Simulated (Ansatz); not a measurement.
GaF: equation of state with PBE

GaF:

```
Ga F
1.0
     0.00000    2.84624    2.84624
     2.84624    0.00000    2.84624
     2.84624    2.84624    0.00000
Ga F
1 1
Direct
  0.25000 0.25000 0.25000
  0.00000 0.00000 0.00000
```

The cell was built by a generator and needn't be a form met in nature.

```
Program             : Ansatz 0.2.0
Task                : equation of state
Functional          : PBE
Potentials or basis : SPMS NC
Cutoff              : 1007 eV
Density cutoff      : 4027 eV
k mesh              : 8 × 8 × 8
Occupations         : fermi-dirac, width 0.05 eV
Spin                : no spin polarisation
```

```yaml
Equilibrium_volume: 23.04 Å³/atom
Bulk_modulus: 26 GPa
Pressure_derivative_of_the_bulk_modulus: 4.3
```

Energy against volume, from the lowest point:
```csv
volume (Å³/atom),energy (meV/atom)
21.674,7.36
22.135,3.10
22.596,0.72
23.058,0.00
23.519,0.80
23.980,2.94
24.441,6.30
```

All runs of the series together: 32 s on 2 threads of Intel(R) Xeon(R) Platinum 8259CL CPU @ 2.50GHz (Skylake/Cascade Lake) (shared host).
